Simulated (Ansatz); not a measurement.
# CH₃Se− (SMILES C[Se-]): functionals against CCSD(T) at one geometry

The task here is to estimate one member of a computed series from the others.

Computed with Ansatz 0.2.0, Gaussian basis. Level: single points in def2-TZVPPD.

Correlated methods freeze the cores. Filled d shells of the heavier atoms are correlated.

## The system as given

SMILES `C[Se-]`, 5 atoms, charge -1, spin multiplicity 1.

Atoms are counted from 1 here; the program's logs count them from 0.

Bond lengths: C1–Se2 1.929 Å, C1–H3 1.076 Å, C1–H4 1.076 Å, C1–H5 1.075 Å. Angles: Se2–C1–H3 109.2°, Se2–C1–H4 108.1°, Se2–C1–H5 109.1°, H3–C1–H4 109.6°, H3–C1–H5 110.1°, H4–C1–H5 110.8°.

Geometry (Å):

```xyz
5

C    -0.1282   -0.0902    0.0669
Se    1.1769    1.0558   -0.7720
H     0.1719   -1.1165   -0.0563
H    -0.1621    0.1519    1.1152
H    -1.0856    0.0721   -0.3931
```

Set-up of the first run:

Contents of run/in.yaml:

```yaml
crystal:
  periodic: [false, false, false]
  atoms:
    - {symbol: C, position_ang: [-0.128200, -0.090200, 0.066900]}
    - {symbol: Se, position_ang: [1.176900, 1.055800, -0.772000]}
    - {symbol: H, position_ang: [0.171900, -1.116500, -0.056300]}
    - {symbol: H, position_ang: [-0.162100, 0.151900, 1.115200]}
    - {symbol: H, position_ang: [-1.085600, 0.072100, -0.393100]}
basis:
  gaussian: {orbitals: "def2-TZVPPD.json"}
total_charge: -1
correlation: {method: ccsd_t}
output: {forces: true}
```

The basis file named in the input lies beside it (Basis Set Exchange, JSON).

The command line of these runs was not kept.

Steps of the session up to this table: CCSD(T)/def2-TZVPPD; PBE0-D4/def2-TZVPPD; wB97M-V/def2-TZVPPD; r2SCAN-D4/def2-TZVPPD; PBE-D4/def2-TZVPPD; HSE06-D4/def2-TZVPPD; SPW92/def2-TZVPPD.

One table of the session follows, with a row left open; its other results are not shown here.

| method | RMS force component (eV/Å) | angle to CCSD(T) forces (°) |
| --- | --- | --- |
| CCSD(T) | 0.417 | reference |
| PBE0-D4 | 0.382 | 7.4 |
| wB97M-V | ? | ? |
| r2SCAN-D4 | 0.407 | 1.2 |
| PBE-D4 | 0.509 | 7.7 |
| HSE06-D4 | 0.384 | 7.2 |
| SPW92 | 0.458 | 26.0 |

Estimate the missing values for wB97M-V.

**Answer.** RMS force component (eV/Å): 0.371; angle to CCSD(T) forces (°): 3.8. In the column «RMS force component (eV/Å)» it is the lowest.

Limits of these values: The anion's highest level is positive in at least one run, so there the basis alone may hold the extra electron.
